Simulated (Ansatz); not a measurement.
# ZrS (septet): from Hartree-Fock to the top rungs, def2-QZVPP

One table from this session's results is given with a row withheld; the runs are named, their logs left out.

Computed with Ansatz 0.2.0, Gaussian basis. Level: def2-QZVPP, core rule «outside noble gas», up to 9 orbitals frozen.

To be run: UHF; ROHF; CCSD(T) on UHF.

**What is computed**

The geometry is a PBE0/def2-TZVP stationary point (not a proven minimum) of the parent state, kept for this charge and spin. No spin-orbit coupling is included. Elements past krypton take def2 core potentials.

2 atoms, charge 0, spin multiplicity 7.

Atoms are counted from 1 here; the program's logs count them from 0.

Bond lengths: Zr1–S2 2.454 Å.

Set-up of the first run:

File in.yaml:

```yaml
crystal:
  periodic: [false, false, false]
  atoms:
    - {symbol: Zr, position_ang: [0.000000, 0.000000, 0.000000]}
    - {symbol: S, position_ang: [0.000000, 0.000000, 2.454200]}
basis:
  gaussian: {orbitals: "def2-QZVPP.json"}
magnetization: {spin_polarized: true, initial_magnetization: 6}
hamiltonian: {xc: hf}
output: {orbitals: {seedname: orbitals}}
```

Started as:

```
> ansatz run in.yaml --threads 1 --pin off --events-out ev --progress --plain --max-ram 4096MiB --backend cpu
```

Among the steps run: UHF; ROHF; CCSD(T) on UHF.

One of the session's tables, all rows but one given; the rest of the session is left out.

```
  method  from UCCSD(T) (kJ/mol)
    ROHF                  +588.5
     UHF                  +558.7
    UMP2                   +98.4
   UCCSD                       ?
UCCSD(T)                       0
```

Q: Estimate the row for UCCSD from the others.

The run gave: from UCCSD(T) (kJ/mol): +23.7. In the column «from UCCSD(T) (kJ/mol)» it lies between UCCSD(T) (0) and UMP2 (+98.4).
